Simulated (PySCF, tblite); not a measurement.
# C₃H₆F₂SSi₂: geometry, infrared bands and NMR shifts

Wanted: the infrared bands and NMR shifts of C₃H₆F₂SSi₂ (`CC#C[Si@@H](F)S[SiH2]F`), by calculation.

Programs: tblite 0.8.0 and PySCF 2.14.0, with density-fitted response routines of our own. Each step states its level of theory. These are calculated values for one molecule in the gas phase, unless marked as measured. Atoms are numbered from 0 throughout.

## Step 1: Starting geometry

14 atoms, charge 0, multiplicity 1; geometry from: force field or distance geometry start.

Bonds of the start (Å): C0–C1 1.48, C1–C2 1.21, C2–Si3 1.84, Si3–F4 1.68, Si3–S5 2.15, S5–Si6 2.13, Si6–F7 1.70, C0–H8 1.13, C0–H9 1.13, C0–H10 1.09, Si3–H11 1.48, Si6–H12 1.49, Si6–H13 1.47.

## Step 2: Optimising the geometry with GFN2-xTB

What the job is given:

```
{"job": {"kind": "relax", "xc": "GFN2-xTB", "basis": "xTB"}, "charge": 0, "multiplicity": 1}
C      2.124500    -1.196400     2.022600
C      1.552700    -0.747600     0.734900
C      1.107100    -0.367300    -0.318800
Si     0.392600     0.235300    -1.899900
F     -0.371000    -1.015300    -2.721500
S     -1.045300     1.801400    -1.583200
Si    -2.708400     1.191400    -0.398700
F     -3.229800     2.424300     0.641700
H      2.584900    -0.338900     2.592700
H      1.308400    -1.646500     2.653000
H      2.866600    -1.966200     1.813100
H      1.484300     0.797600    -2.719700
H     -2.280300     0.058000     0.461200
H     -3.787100     0.769500    -1.299700
```

Run with:

```bash
$ OMP_NUM_THREADS=1 python probes_run.py task.json out
```

This one command runs all jobs of the session in turn.

The log of the run:

```text
step      E/eV     max force
  0    -700.91611    2.148
  1    -701.08144    1.746
  2    -701.04762    4.300
  3    -701.19298    0.620
  4    -701.21179    0.490
  5    -701.26170    0.362
  6    -701.27215    0.302
  7    -701.28793    0.251
  8    -701.29230    0.184
  9    -701.29603    0.124
 10    -701.29792    0.117
 11    -701.29991    0.125
 12    -701.30162    0.127
 13    -701.30351    0.135
 14    -701.30533    0.145
 15    -701.30698    0.143
 16    -701.30835    0.139
 17    -701.30980    0.146
 18    -701.31155    0.152
 19    -701.31329    0.130
 20    -701.31471    0.093
 21    -701.31588    0.099
 22    -701.31697    0.087
 23    -701.31814    0.107
 24    -701.31937    0.097
 25    -701.32059    0.089
 26    -701.32202    0.095
 27    -701.32385    0.115
 28    -701.32586    0.158
 29    -701.32776    0.151
 30    -701.32946    0.112
 31    -701.33082    0.100
 32    -701.33184    0.090
 33    -701.33251    0.069
 34    -701.33290    0.039
 35    -701.33314    0.036
 36    -701.33332    0.035
 37    -701.33344    0.034
 38    -701.33355    0.027
 39    -701.33373    0.034
 40    -701.33401    0.057
 41    -701.33441    0.066
 42    -701.33474    0.051
 43    -701.33493    0.046
 44    -701.33509    0.045
 45    -701.33537    0.054
 46    -701.33587    0.083
 47    -701.33654    0.086
 48    -701.33703    0.049
 49    -701.33725    0.029
 50    -701.33737    0.030
 51    -701.33751    0.035
 52    -701.33769    0.037
 53    -701.33783    0.024
 54    -701.33790    0.020
 55    -701.33795    0.018
 56    -701.33801    0.021
 57    -701.33809    0.022
 58    -701.33815    0.016
 59    -701.33819    0.016
 60    -701.33821    0.017
 61    -701.33826    0.020
 62    -701.33834    0.024
 63    -701.33849    0.032
 64    -701.33867    0.029
 65    -701.33880    0.023
 66    -701.33887    0.023
 67    -701.33892    0.022
 68    -701.33901    0.025
 69    -701.33918    0.033
 70    -701.33941    0.050
 71    -701.33963    0.048
 72    -701.33975    0.028
 73    -701.33984    0.029
 74    -701.33998    0.041
 75    -701.34020    0.051
 76    -701.34049    0.053
 77    -701.34069    0.043
 78    -701.34079    0.028
 79    -701.34086    0.022
 80    -701.34092    0.020
 81    -701.34099    0.019
 82    -701.34108    0.024
 83    -701.34117    0.032
 84    -701.34127    0.035
 85    -701.34141    0.031
 86    -701.34158    0.023
 87    -701.34172    0.025
 88    -701.34180    0.025
 89    -701.34187    0.019
 90    -701.34197    0.046
 91    -701.34214    0.047
 92    -701.34247    0.054
 93    -701.34306    0.063
 94    -701.34326    0.061
 95    -701.34341    0.029
 96    -701.34352    0.025
 97    -701.34368    0.033
 98    -701.34387    0.052
 99    -701.34404    0.034
100    -701.34413    0.030
101    -701.34416    0.013
102    -701.34418    0.013
103    -701.34421    0.015
104    -701.34424    0.017
105    -701.34428    0.014
106    -701.34430    0.016
107    -701.34431    0.033
108    -701.34433    0.011
109    -701.34433    0.016
110    -701.34434    0.012
111    -701.34435    0.004
```

It took 2.9 s on 1 thread of Intel Xeon at 2.50GHz, shared host; peak memory 0.18 GiB.

Step by step: (not every step is listed) (the energy doesn't fall at every step)

| step | energy from step 0 (eV) | largest force (eV/Å) |
| --- | --- | --- |
| 0 | 0.0000 | 2.1476 |
| 1 | -0.1653 | 1.7460 |
| 2 | -0.1315 | 4.2999 |
| 3 | -0.2769 | 0.6199 |
| 4 | -0.2957 | 0.4900 |
| 5 | -0.3456 | 0.3624 |
| 6 | -0.3560 | 0.3017 |
| 7 | -0.3718 | 0.2513 |
| 8 | -0.3762 | 0.1838 |
| 17 | -0.3937 | 0.1457 |
| 26 | -0.4059 | 0.0948 |
| 35 | -0.4170 | 0.0357 |
| 44 | -0.4190 | 0.0447 |
| 53 | -0.4217 | 0.0238 |
| 62 | -0.4222 | 0.0239 |
| 71 | -0.4235 | 0.0481 |
| 80 | -0.4248 | 0.0204 |
| 89 | -0.4258 | 0.0193 |
| 98 | -0.4278 | 0.0524 |
| 106 | -0.4282 | 0.0158 |
| 107 | -0.4282 | 0.0333 |
| 108 | -0.4282 | 0.0112 |
| 109 | -0.4282 | 0.0157 |
| 110 | -0.4282 | 0.0122 |
| 111 | -0.4282 | 0.0037 |

Distances of close pairs at the start and the end, largest changes first:

```
   bond  before (Å)  after (Å)  change (Å)
 Si6–F7       1.695      1.602      -0.094
 Si3–F4       1.680      1.614      -0.066
  C0–H8       1.128      1.090      -0.038
  C0–C1       1.479      1.441      -0.037
Si6–H12       1.486      1.449      -0.037
  C0–H9       1.125      1.090      -0.036
Si3–H11       1.477      1.444      -0.033
Si6–H13       1.467      1.447      -0.021
```

The next job starts from the end point, and lists it.

## Step 3: Vibrational analysis with GFN2-xTB

What the job is given:

```
{"job": {"kind": "ir", "xc": "GFN2-xTB", "basis": "xTB"}, "charge": 0, "multiplicity": 1}
C      2.101252    -1.257295     1.978295
C      1.538605    -0.757847     0.749019
C      1.069638    -0.356426    -0.287631
Si     0.342692     0.339604    -1.821036
F     -0.605695    -0.806775    -2.446052
S     -0.899202     2.039961    -1.362446
Si    -2.559980     1.109367    -0.402287
F     -3.475304     2.320422     0.108527
H      2.553407    -0.438144     2.536776
H      1.320900    -1.713947     2.586481
H      2.864256    -2.004211     1.760879
H      1.254961     0.751452    -2.861277
H     -2.136818     0.399684     0.788108
H     -3.369389     0.373681    -1.349520
```

The log of the run:

```text
mode    cm-1     km/mol
  1      10.9      0.00
  2      22.2      1.03
  3      36.6      6.19
  4      64.1      0.60
  5      84.9      2.26
  6     109.5      4.54
  7     170.0      7.80
  8     181.9      5.88
  9     233.1     16.26
 10     268.5     43.17
 11     326.0      9.27
 12     328.1      5.74
 13     464.9     51.78
 14     494.1     98.84
 15     517.8    145.00
 16     570.3     16.35
 17     576.5      6.99
 18     622.8    145.58
 19     655.4    338.23
 20     723.0    225.33
 21     752.2    234.99
 22     805.3    285.52
 23     842.4    243.70
 24    1010.5      8.13
 25    1011.9      6.08
 26    1121.2      5.37
 27    1379.7      6.95
 28    1438.6      9.12
 29    1439.3      9.33
 30    2318.7    305.90
 31    2372.9    256.48
 32    2401.2    133.88
 33    2417.6    209.29
 34    3008.4     10.82
 35    3009.0     10.62
 36    3014.2     12.63
```

Wall time 1.7 s (1 thread of Intel Xeon at 2.50GHz, shared host); peak memory 0.18 GiB.

Which atoms move in the most intense modes:

| cm⁻¹ | km/mol | atoms |
| --- | --- | --- |
| 655 | 338.2 | H11 67 %, Si3 20 % |
| 723 | 225.3 | H12 46 %, H13 46 % |
| 752 | 235.0 | H12 46 %, H13 45 % |
| 805 | 285.5 | F4 53 %, Si3 41 % |
| 842 | 243.7 | F7 58 %, Si6 42 % |
| 2319 | 305.9 | C1 53 %, C2 46 % |
| 2373 | 256.5 | H12 85 %, H13 10 % |
| 2418 | 209.3 | H11 96 % |

## Step 4: Nuclear shieldings: PBE0/pcSseg-1

Same as in step 3 but for these lines:

```diff
@@ -1,2 +1,2 @@
-{"job": {"kind": "ir", "xc": "GFN2-xTB", "basis": "xTB"}, "charge": 0, "multiplicity": 1}
+{"job": {"kind": "nmr", "xc": "PBE0", "basis": "pcSseg-1"}, "charge": 0, "multiplicity": 1}
 C      2.101252    -1.257295     1.978295
```

With the program's defaults for keys left out, this is: GIAO PBE0/pcSseg-1 NMR shielding, non-relativistic, gas phase.

The log of the run:

```text
coarse grid: 14024 points
cycle   1  E = -1293.9478763590  dE =  8.058e-01  |g| = 8.185e-01  |ddm| = 3.905e+00
cycle   2  E = -1293.8413113426  dE =  1.066e-01  |g| = 1.198e+00  |ddm| = 1.595e+00
cycle   3  E = -1294.0696726487  dE = -2.284e-01  |g| = 1.044e-01  |ddm| = 9.380e-01
cycle   4  E = -1294.0718655782  dE = -2.193e-03  |g| = 3.121e-02  |ddm| = 1.370e-01
cycle   5  E = -1294.0720748795  dE = -2.093e-04  |g| = 9.286e-03  |ddm| = 4.048e-02
cycle   6  E = -1294.0720862092  dE = -1.133e-05  |g| = 6.254e-03  |ddm| = 1.144e-02
cycle   7  E = -1294.0720956515  dE = -9.442e-06  |g| = 1.042e-03  |ddm| = 4.823e-03
final grid: 124664 points
cycle   8  E = -1294.1313429994  dE = -2.745e-05  |g| = 5.407e-03  |ddm| = 3.561e-02
cycle   9  E = -1294.1313417282  dE =  1.271e-06  |g| = 5.731e-03  |ddm| = 1.324e-02
cycle  10  E = -1294.1313501657  dE = -8.437e-06  |g| = 5.504e-04  |ddm| = 7.138e-03
cycle  11  E = -1294.1313502126  dE = -4.688e-08  |g| = 2.929e-04  |ddm| = 6.281e-04
cycle  12  E = -1294.1313502308  dE = -1.817e-08  |g| = 1.152e-04  |ddm| = 2.696e-04
cycle  13  E = -1294.1313502339  dE = -3.142e-09  |g| = 2.004e-05  |ddm| = 9.195e-05
cycle  14  E = -1294.1313502340  dE = -7.094e-11  |g| = 7.341e-06  |ddm| = 2.189e-05
converged SCF energy = -1294.1313502340

GIAO shielding tensors (ppm)
atom      isotropic    diamagn.    paramagn.     s11        s22        s33       span
  0 C      181.258     251.977     -70.718    172.494    173.157    198.124     25.630
  1 C       69.955     274.103    -204.148    -26.033    -16.285    252.183    278.216
  2 C      103.890     260.306    -156.415     14.136     26.139    271.396    257.260
  3 Si     367.271     880.276    -513.005    326.416    370.896    404.500     78.084
  4 F      332.313     470.685    -138.372    294.503    342.785    359.652     65.149
  5 S      682.083    1061.008    -378.925    528.786    689.642    827.821    299.035
  6 Si     338.745     877.459    -538.714    305.829    323.635    386.771     80.942
  7 F      379.925     463.769     -83.844    356.136    361.113    422.525     66.389
  8 H       29.560      28.273       1.287     24.581     27.892     36.208     11.626
  9 H       29.590      30.475      -0.885     24.576     28.076     36.118     11.543
 10 H       29.589      25.991       3.598     24.519     27.633     36.615     12.095
 11 H       26.341      28.120      -1.779     22.785     23.605     32.633      9.848
 12 H       25.828      32.106      -6.278     21.345     25.983     30.157      8.812
 13 H       25.885      28.874      -2.989     21.450     25.246     30.959      9.509
```

Run time: 77 s. Hardware: 1 thread of Intel Xeon at 2.50GHz, shared host; peak memory 0.83 GiB.

The references, computed at this level on geometries of the same kind, shield at (ppm): 1H TMS 31.72, 13C TMS 186.9, 29Si TMS 349.2, 19F CFCl3 170.9, 33S CS2 504. Their shielding less the atom's gives the shift. The references are single molecules in the gas phase, so shifts against H2O, NH3, PH3, H3PO4 or CFCl3 are not on the usual liquid scales and can be off by tens of ppm. Atoms listed in one row are averaged.

```
      atoms                              environment  σ (ppm)  δ (ppm)  δ scaled to CDCl3
         C1                            alkyne carbon     70.0    117.0              112.2
         C2                            alkyne carbon    103.9     83.0               79.1
         C0                propargylic methyl carbon    181.3      5.7                3.6
        H12     hydrogen on a silicon bonded to F, S    25.83     5.89                  –
        H13     hydrogen on a silicon bonded to F, S    25.89     5.83                  –
        H11  hydrogen on a silicon bonded to C, F, S    26.34     5.38                  –
H8, H9, H10  hydrogen on a propargylic methyl carbon    29.58     2.14               2.12
        Si6              silicon bonded to F, S, 2 H    338.7     10.4                  –
        Si3             silicon bonded to C, F, S, H    367.3    -18.1                  –
         F4                    fluorine bonded to Si    332.3   -161.4                  –
         F7                    fluorine bonded to Si    379.9   -209.0                  –
         S5                    sulfur bonded to 2 Si      682     -178                  –
```

The scaled column applies a straight-line fit of computed shieldings to shifts measured in CDCl3, with any fitted terms for Cl, Br or S neighbours, and one for carbons that bear F (root-mean-square error 0.16 ppm for H, 1.9 ppm for C).

Charges from the same density, by scheme (e):

| atoms | Mulliken | IAO | Hirshfeld | ESP fit |
| --- | --- | --- | --- | --- |
| C0 | -0.16 | -0.44 | -0.09 | -0.53 |
| C1 | -0.08 | 0.05 | 0.00 | 0.24 |
| C2 | -0.46 | -0.43 | -0.19 | -0.43 |
| Si3 | 0.95 | 1.14 | 0.43 | 0.61 |
| F4 | -0.41 | -0.53 | -0.20 | -0.27 |
| S5 | -0.54 | -0.44 | -0.17 | -0.37 |
| Si6 | 0.87 | 1.04 | 0.41 | 0.64 |
| F7 | -0.42 | -0.53 | -0.20 | -0.27 |

Mayer bond orders: C0–C1 1.18, C1–C2 2.50, C2–Si3 1.00, Si3–F4 0.93, Si3–S5 0.99, S5–Si6 0.92, Si6–F7 0.93.

## Step 5: Outcome

| quantity | value |
| --- | --- |
| strongest single infrared mode (GFN2-xTB) | 655 cm⁻¹, 338 km/mol |
| zero-point energy (GFN2-xTB) | 49.8 kcal/mol |
| 13C shifts against TMS (PBE0/pcSseg-1) | 117.0, 83.0, 5.7 ppm |
| 1H shifts against TMS (PBE0/pcSseg-1, means over atoms taken as alike) | 5.89, 5.83, 5.38, 2.14 ppm |
| 29Si shifts against TMS (PBE0/pcSseg-1) | 10.4, -18.1 ppm |
| 19F shifts against CFCl3 (PBE0/pcSseg-1) | -161.4, -209.0 ppm |
| 33S shifts against CS2 (PBE0/pcSseg-1) | -178 ppm |

In words: The optimisation took 111 steps and gained 0.428 eV; among the close pairs (by a distance rule), Si6–F7 changed most, from 1.695 to 1.602 Å. No mode is imaginary among the 36: a minimum at this level. The strongest single mode, at 655 cm⁻¹, moves mainly H11. Unscaled tight-binding wavenumbers are off by several per cent, some by more. Its intensities can rank the bands wrongly. At PBE0/pcSseg-1: Shielding is most anisotropic at S5 (span 299 ppm, paramagnetic term -379 ppm).
